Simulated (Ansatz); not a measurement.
# Ti2AlC: one candidate structure

Where does Ti2AlC go from the start given, structure listed in a database for this formula (P6_3/mmc, No. 194)?

Computed with Ansatz 0.2.0 (DFT r2SCAN, scalar-relativistic, plane waves, PAW, unless a step's input says otherwise).

1 further run of the same task is left out (it didn't finish).

Symmetry: P6_3/mmc, No. 194, hexagonal system. The conventional cell has a = 3.057 Å, b = 3.057 Å, c = 13.686 Å, α = 90.00°, β = 90.00°, γ = 120.00°. Around Ti (site symmetry 3m) lie 3 C at 2.11 Å. Al (site symmetry -6m2) is surrounded by 6 Ti at 2.88 Å and 6 Al at 3.06 Å. C (site symmetry -3m) is surrounded by 6 Ti at 2.11 Å.

As a file:

```cif
data_structure
_symmetry_space_group_name_H-M 'P6_3/mmc'
_symmetry_Int_Tables_number 194
_cell_length_a 3.0574
_cell_length_b 3.0574
_cell_length_c 13.6860
_cell_angle_alpha 90.000
_cell_angle_beta 90.000
_cell_angle_gamma 120.000
_cell_volume 110.80
loop_
_atom_site_label
_atom_site_type_symbol
_atom_site_symmetry_multiplicity
_atom_site_Wyckoff_symbol
_atom_site_fract_x
_atom_site_fract_y
_atom_site_fract_z
_atom_site_occupancy
Ti1 Ti 4 f 0.33333 0.66667 0.08401 1
Al1 Al 2 d 0.33333 0.66667 0.75000 1
C1 C 2 a 0.00000 0.00000 0.00000 1
```

The structure above is the start of the run; the results belong to its end.

Formation energies count from the elements, computed with the same settings in runs not shown here.

| quantity | value |
| --- | --- |
| cell | a = 3.055 Å, b = 3.055 Å, c = 13.718 Å, α = 90.00°, β = 90.00°, γ = 120.00° |
| space group | P6_3/mmc (No. 194) |
| volume | 13.86 Å³/atom |
| gap on the mesh | none (metal) |
| formation energy from the elements | -0.799 eV/atom |

The space group stayed P6_3/mmc, and from the first guess the volume went from 13.85 to 13.86 Å³/atom. With -0.80 eV/atom it lies under the elements, which doesn't yet make it stable against other compounds of them.

**Question.** Which input and command would start the relaxation behind these results?

A: The one used for the relaxation. It is one of several that fit.

File input.yaml:

```yaml
crystal:
  lattice:
    - [3.0574483753, 0.0, 0.0]
    - [-1.5287241876, 2.6478279638, 0.0]
    - [0.0, 0.0, 13.68598019]
  atoms:
    - { symbol: Ti, position: [0.33333333, 0.66666667, 0.08401311] }
    - { symbol: Ti, position: [0.66666667, 0.33333333, 0.58401311] }
    - { symbol: Ti, position: [0.66666667, 0.33333333, 0.91598689] }
    - { symbol: Ti, position: [0.33333333, 0.66666667, 0.41598689] }
    - { symbol: Al, position: [0.33333333, 0.66666667, 0.75] }
    - { symbol: Al, position: [0.66666667, 0.33333333, 0.25] }
    - { symbol: C, position: [0.0, 0.0, 0.0] }
    - { symbol: C, position: [0.0, 0.0, 0.5] }
basis:
  ecutwfc: 500
kpoints:
  mp_grid: { grid: [12, 12, 4] }
hamiltonian:
  xc: r2scan
scf:
  occupations: { method: gaussian, width: 0.1 }
output:
  forces: true
  stress: true
  eigenvalues: true
relax:
  adjacent_minimum: "off"
  f_tol: 0.01
  max_steps: 80
  cell: { stress_tol: 0.05 }
```

On the command line:

```sh
$ ansatz run input.yaml --threads 1 --pin off --max-ram 2560MiB --backend cpu --events-out ev --progress --plain --runs-dir out
```
